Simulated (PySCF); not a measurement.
**TaOF: structure of the triplet**

The task is one start of a wider search on TaOF: the triplet, from a linear start. It is relaxed, tested by its Hessian and followed downhill if it is a saddle.

The runs use PySCF 2.14.0; PBE0, basis Ta def2-TZVP with ECP60, O def2-TZVP, F def2-TZVP, scalar-relativistic core potentials, no spin–orbit coupling, density fitting.

### 1 Starting geometry

3 atoms, charge 0, spin multiplicity 3.

Bond lengths: Ta1–O2 1.830 Å, Ta1–F3 2.100 Å. Angles: O2–Ta1–F3 180.0°.

```xyz
3
charge 0 multiplicity 3
Ta    0.0000    0.0000    0.0000
O     0.0000    0.0000   -1.8300
F     0.0000    0.0000    2.1000
```

### 2 Finding the electronic state

The steps below are one call of a driver around PySCF. For each, scf.py gives the equivalent set-up of the SCF; relaxations use the driver's own optimiser. After this first run the driver tries any further starts and a stability analysis.

The input, scf.py:

```python
from pyscf import gto, scf, dft
mol = gto.M(atom='''
Ta     0.000000     0.000000     0.000000
O      0.000000     0.000000    -1.830000
F      0.000000     0.000000     2.100000''',
    basis={'Ta': 'def2-TZVP', 'O': 'def2-TZVP', 'F': 'def2-TZVP'},
    ecp={'Ta': 'def2-TZVP'},
    charge=0, spin=2)
mf = dft.UKS(mol, xc='PBE0')
mf.grids.atom_grid = (50, 194)
aux = {'Ta': 'def2-universal-JKFIT', 'O': 'def2-universal-JKFIT', 'F': 'def2-universal-JKFIT'}
mf = mf.density_fit(auxbasis=aux)
mf.conv_tol = 1e-08
mf.diis_space = 10
mf.max_cycle = 60
mf.init_guess = 'minao'
mf.verbose = 4
mf.kernel()
```

The run is started by

```
> OMP_NUM_THREADS=4 python axn.py task.json out
```

Output:

```text
init E= -213.016599800113
[... the frontier-level lines of each cycle are left out ...]
cycle= 1 E= -231.775361640646  delta_E= -18.8  |g|= 0.747  |ddm|= 4.09
cycle= 2 E= -227.644710921717  delta_E= 4.13  |g|= 2.74  |ddm|=  1.8
cycle= 3 E= -231.875057583599  delta_E= -4.23  |g|= 0.488  |ddm|= 1.72
cycle= 4 E= -231.962964883333  delta_E= -0.0879  |g|= 0.247  |ddm|= 0.41
cycle= 5 E= -231.980508530175  delta_E= -0.0175  |g|= 0.0705  |ddm|= 0.154
cycle= 6 E= -231.982329058539  delta_E= -0.00182  |g|= 0.0236  |ddm|= 0.0615
cycle= 7 E= -231.982598206819  delta_E= -0.000269  |g|= 0.00701  |ddm|= 0.0127
cycle= 8 E= -231.982646374449  delta_E= -4.82e-05  |g|= 0.00221  |ddm|= 0.00733
cycle= 9 E= -231.982663798986  delta_E= -1.74e-05  |g|= 0.00109  |ddm|= 0.00597
cycle= 10 E= -231.982669790148  delta_E= -5.99e-06  |g|= 0.000385  |ddm|= 0.00532
cycle= 11 E= -231.982669968955  delta_E= -1.79e-07  |g|= 4.56e-05  |ddm|= 0.000882
cycle= 12 E= -231.982669971348  delta_E= -2.39e-09  |g|= 2.15e-05  |ddm|= 7.49e-05
Extra cycle  E= -231.982669971082  delta_E= 2.65e-10  |g|= 4.39e-05  |ddm|= 3.84e-05
converged SCF energy = -231.982669971082  <S^2> = 2.0229  2S+1 = 3.015228
```

This step, with its further starts and checks, took 7.4 s on 4 threads of Arm Neoverse V2, shared host.

The starts that the driver tried:

| start | energy (Eh) |
| --- | --- |
| the minimal-basis guess | -231.982670 |
| a thermally smeared density | -231.982669 |
| a smeared PBE density | -231.982669 |

No lower solution of this spin turned up from the other starts or in the test of internal stability.

### 3 Linear start, triplet: relaxation

The program finds C∞v symmetry in the start, which this walk keeps. The walk stops when the largest gradient is under 0.0003 Eh/bohr and the energy has settled too.

Edit scf.py of step 2 so:

```diff
@@ -3,3 +3,3 @@
-Ta     0.000000     0.000000     0.000000
-O      0.000000     0.000000    -1.830000
-F      0.000000     0.000000     2.100000''',
+Ta     0.000000     0.000000    -0.049208
+O      0.000000     0.000000    -1.879208
+F      0.000000     0.000000     2.050792''',
@@ -16 +15,0 @@
-mf.init_guess = 'minao'
```

Steps of the walk:

| step | energy (Eh) | change (kJ/mol) | largest symmetric gradient (Eh/bohr) |
| --- | --- | --- | --- |
| 0 | -231.982670 | 0.00 | 0.08587 |
| 1 | -231.997215 | -38.19 | 0.03244 |
| 2 | -231.997983 | -40.20 | 0.00160 |
| 3 | -231.997986 | -40.21 | 0.00040 |
| 4 | -231.997987 | -40.21 | 0.00000 |

The walk took 6.9 s.

End point (C∞v, 4 steps, 40.2 kJ/mol gained): Ta–F 1.964 Å, Ta–O 1.737 Å; F–Ta–O 180.0°.

### 4 Hessian and properties

The point is checked on the finer grid, and tightened if its gradient asks for it. The Hessian and the dipole derivatives come from central differences of analytic gradients, with steps of 0.02 bohr.

Edit scf.py of step 3 so:

```diff
@@ -3,3 +3,3 @@
-Ta     0.000000     0.000000    -0.049208
-O      0.000000     0.000000    -1.879208
-F      0.000000     0.000000     2.050792''',
+Ta    -0.000000     0.000000    -0.044084
+O     -0.000000     0.000000    -1.781423
+F      0.000000    -0.000000     1.919668''',
@@ -10 +10 @@
-mf.grids.atom_grid = (50, 194)
+mf.grids.atom_grid = (75, 302)
@@ -13 +13 @@
-mf.conv_tol = 1e-08
+mf.conv_tol = 1e-10
```

The driver hands on the density of the step before, so the log starts near convergence.

Log of the central SCF (cycles and frontier levels):

```text
init E= -231.998059123919
[... the frontier-level lines of each cycle are left out ...]
cycle= 1 E= -231.998059123918  delta_E= 1.25e-12  |g|= 1.71e-06  |ddm|= 9.93e-07
Extra cycle  E= -231.998059123909  delta_E= 8.98e-12  |g|= 5.02e-06  |ddm|= 3.04e-06
converged SCF energy = -231.998059123909  <S^2> = 2.0124774  2S+1 = 3.0083068
```

The whole step took 22 s.

Geometry: C∞v; Ta–F 1.964 Å, Ta–O 1.737 Å; F–Ta–O 180.0°.

Harmonic modes (main isotopes):

| symmetry | ω (cm⁻¹) | IR (km/mol) |
| --- | --- | --- |
| π | 168i | 34.0 |
| σ+ | 590 | 161 |
| σ+ | 985 | 166 |

2 modes are imaginary, the largest at 168i cm⁻¹: a saddle point, not a minimum.

Properties at this point:

```
Dipole moment                                                   : 1.01 D
Highest occupied level                                          : -7.00 eV
Lowest empty level                                              : -3.82 eV
Rotational constants                                            : 0.1392 cm⁻¹
Zero-point energy (real modes)                                  : 9.4 kJ/mol
Principal polarisabilities                                      : 46.6, 47.5, 47.5 bohr³
Atomisation energy without zero-point energy                    : 1262 kJ/mol
Principal traceless quadrupole moments about the centre of mass : -16.90, 8.45, 8.45 D Å
Spin squared ⟨S²⟩                                               : 2.012
```

Populations by atom (charges in e):

```tsv
atom	Mulliken	Löwdin	polar tensor	spin (Mulliken)	Mayer order to Ta1
Ta1	1.03	0.71	1.50	2.16	–
O2	-0.54	-0.36	-0.82	-0.13	2.20
F3	-0.49	-0.36	-0.68	-0.03	0.84
```

Mulliken populations on Ta1 (outside its core potential): s 2.80, p 6.26, d 2.79, f 0.13.

### 5 Leaving the saddle point

The start is the last point, displaced along its most imaginary mode.

The program finds Cs symmetry in the start, which this walk keeps. Threshold on the gradient: 0.0003 Eh/bohr, with a further test on the energy change.

Edit scf.py of step 4 so:

```diff
@@ -3,3 +3,3 @@
-Ta    -0.000000     0.000000    -0.044084
-O     -0.000000     0.000000    -1.781423
-F      0.000000    -0.000000     1.919668''',
+Ta     0.019986     0.000477    -0.044084
+O     -0.119966    -0.002861    -1.781423
+F     -0.089355    -0.002131     1.919668''',
@@ -10 +10 @@
-mf.grids.atom_grid = (75, 302)
+mf.grids.atom_grid = (50, 194)
@@ -13 +13 @@
-mf.conv_tol = 1e-10
+mf.conv_tol = 1e-08
```

The optimiser's trace:

| step | energy (Eh) | change (kJ/mol) | largest symmetric gradient (Eh/bohr) |
| --- | --- | --- | --- |
| 0 | -231.998785 | 0.00 | 0.00732 |
| 1 | -231.999538 | -1.98 | 0.00960 |
| 2 | -232.000754 | -5.17 | 0.01117 |
| 3 | -232.002637 | -10.12 | 0.01280 |
| 4 | -232.005205 | -16.86 | 0.01341 |
| 5 | -232.008257 | -24.87 | 0.01727 |
| 6 | -232.011413 | -33.16 | 0.01951 |
| 7 | -232.017827 | -49.99 | 0.04615 |
| 8 | -232.021258 | -59.00 | 0.02210 |
| 9 | -232.022240 | -61.58 | 0.00285 |
| 10 | -232.022262 | -61.64 | 0.00057 |
| 11 | -232.022263 | -61.64 | 0.00007 |

The walk took 19 s.

Positions (Å) and forces (eV/Å) along the way:

```
step 0
Ta   0.020   0.000  -0.044   0.320   0.007  -0.209
O   -0.120  -0.003  -1.781  -0.155  -0.004   0.376
F   -0.089  -0.002   1.920  -0.164  -0.004  -0.167
step 1
Ta   0.049   0.001  -0.045   0.494   0.011   0.067
O   -0.135  -0.003  -1.770  -0.262  -0.006  -0.031
F   -0.103  -0.002   1.909  -0.232  -0.006  -0.036
step 6
Ta   0.303   0.007  -0.046   0.468   0.009  -0.363
O   -0.269  -0.006  -1.688  -0.170  -0.004   1.002
F   -0.223  -0.005   1.828  -0.298  -0.005  -0.639
step 11
Ta   0.554   0.013  -0.051   0.003   0.004  -0.002
O   -0.399  -0.010  -1.467  -0.010  -0.001  -0.001
F   -0.344  -0.008   1.612   0.007  -0.004   0.003
```

End point (Cs, 11 steps, 61.6 kJ/mol gained): Ta–F 1.890 Å, Ta–O 1.707 Å; F–Ta–O 117.7°.

### 6 Frequencies

As before: finer grid, then central differences.

Edit scf.py of step 5 so:

```diff
@@ -3,3 +3,3 @@
-Ta     0.019986     0.000477    -0.044084
-O     -0.119966    -0.002861    -1.781423
-F     -0.089355    -0.002131     1.919668''',
+Ta     0.151755     0.003620    -0.041443
+O     -0.804054    -0.019178    -1.455220
+F     -0.749718    -0.017882     1.619575''',
@@ -10 +10 @@
-mf.grids.atom_grid = (50, 194)
+mf.grids.atom_grid = (75, 302)
@@ -13 +13 @@
-mf.conv_tol = 1e-08
+mf.conv_tol = 1e-10
```

Log of the central SCF (cycles and frontier levels):

```text
init E= -232.022416241127
[... the frontier-level lines of each cycle are left out ...]
cycle= 1 E= -232.022416241118  delta_E= 9.66e-12  |g|= 5.71e-06  |ddm|= 5.06e-06
Extra cycle  E= -232.022416241019  delta_E= 9.87e-11  |g|= 1.71e-05  |ddm|= 1.14e-05
converged SCF energy = -232.022416241019  <S^2> = 2.0099435  2S+1 = 3.0066217
```

The whole step took 36 s on 4 threads of Arm Neoverse V2, shared host.

Geometry: Cs; Ta–F 1.890 Å, Ta–O 1.707 Å; F–Ta–O 117.4°.

Harmonic modes (main isotopes):

| symmetry | ω (cm⁻¹) | IR (km/mol) | μ (u) | type |
| --- | --- | --- | --- | --- |
| a' | 196 | 10.9 | 18.86 | bend |
| a' | 646 | 114 | 20.89 | stretch |
| a' | 1017 | 137 | 17.26 | stretch |

No imaginary mode, so this is a minimum.

Constants and moments:

```
Dipole moment                                                   : 3.46 D
Highest occupied level                                          : -5.96 eV
Lowest empty level                                              : -2.94 eV
Rotational constants                                            : 0.6827, 0.1994, 0.1544 cm⁻¹
Zero-point energy                                               : 11.1 kJ/mol
Principal polarisabilities                                      : 45.2, 54.6, 60.1 bohr³
Atomisation energy without zero-point energy                    : 1326 kJ/mol
Principal traceless quadrupole moments about the centre of mass : -7.15, 3.23, 3.92 D Å
Entropy at 298.15 K and 1 bar (electronic part: spin only)      : 295.9 J/(mol K)
Heat capacity Cp at 298.15 K                                    : 46.4 J/(mol K)
Enthalpy at 298.15 K above 0 K                                  : 11.85 kJ/mol
Rotational symmetry number                                      : 1
Spin squared ⟨S²⟩                                               : 2.010
```

Charges (e) and bond orders:

```csv
atom,Mulliken,Löwdin,polar tensor,spin (Mulliken),Mayer order to Ta1
Ta1,0.93,0.57,1.41,2.14,–
O2,-0.50,-0.30,-0.78,-0.12,2.22
F3,-0.42,-0.26,-0.63,-0.01,0.95
```

Outer orbital energies (eV). α occupied: -13.01, -12.30, -12.30, -10.07, -9.98, -9.65, -6.62, -5.96; empty: -2.86, -1.49, -0.79, 0.28. β occupied: -31.92, -24.99, -12.96, -12.27, -12.09, -10.10, -9.95, -9.68; empty: -2.94, -1.76, -1.35, -0.51.

Mulliken populations on Ta1 (outside its core potential): s 2.77, p 6.28, d 2.92, f 0.10.

### 7 All stationary points

| spin | group | bonds | imaginary modes (cm⁻¹) | ΔE (kJ/mol) | with zero-point energy |
| --- | --- | --- | --- | --- | --- |
| triplet | Cs | Ta–F 1.890 Å, Ta–O 1.707 Å | none | 0.0 | 0.0 |
| triplet | C∞v | Ta–F 1.964 Å, Ta–O 1.737 Å | 168i, 168i | 63.9 | – |

### 8 Outcome

| quantity | value |
| --- | --- |
| minimum | triplet, Cs |
| geometry | Ta–F 1.890 Å, Ta–O 1.707 Å; F–Ta–O 117.4° |
| wavenumbers (cm⁻¹) | 196 (a'), 646 (a'), 1017 (a') |
| dipole moment | 3.46 D |
| highest occupied, lowest empty level (either spin) | -5.96, -2.94 eV |
| polar-tensor charge of Ta1 | +1.41 e |
| zero-point energy | 11.1 kJ/mol |
| entropy at 298.15 K | 295.9 J/(mol K) |
| atomisation energy (no zero-point energy) | 1326 kJ/mol |
| ⟨S²⟩ | 2.010 |

What this shows: The linear start (C∞v) ends in a minimum of Cs symmetry, after a stop at a second-order saddle point 63.9 kJ/mol higher, from which it was pushed off along an imaginary mode. In the infrared the band at 1017 cm⁻¹ (a', stretch) leads. Most of the spin sits on Ta1 (Mulliken spin 2.14, against 2 for the whole molecule). Only this shape and spin were tried, so other structures or states may lie lower. One determinant may miss the lowest occupation of an open d or f shell. Spin–orbit coupling, left out here, can matter for elements this heavy.

The search up to here took 91 s.
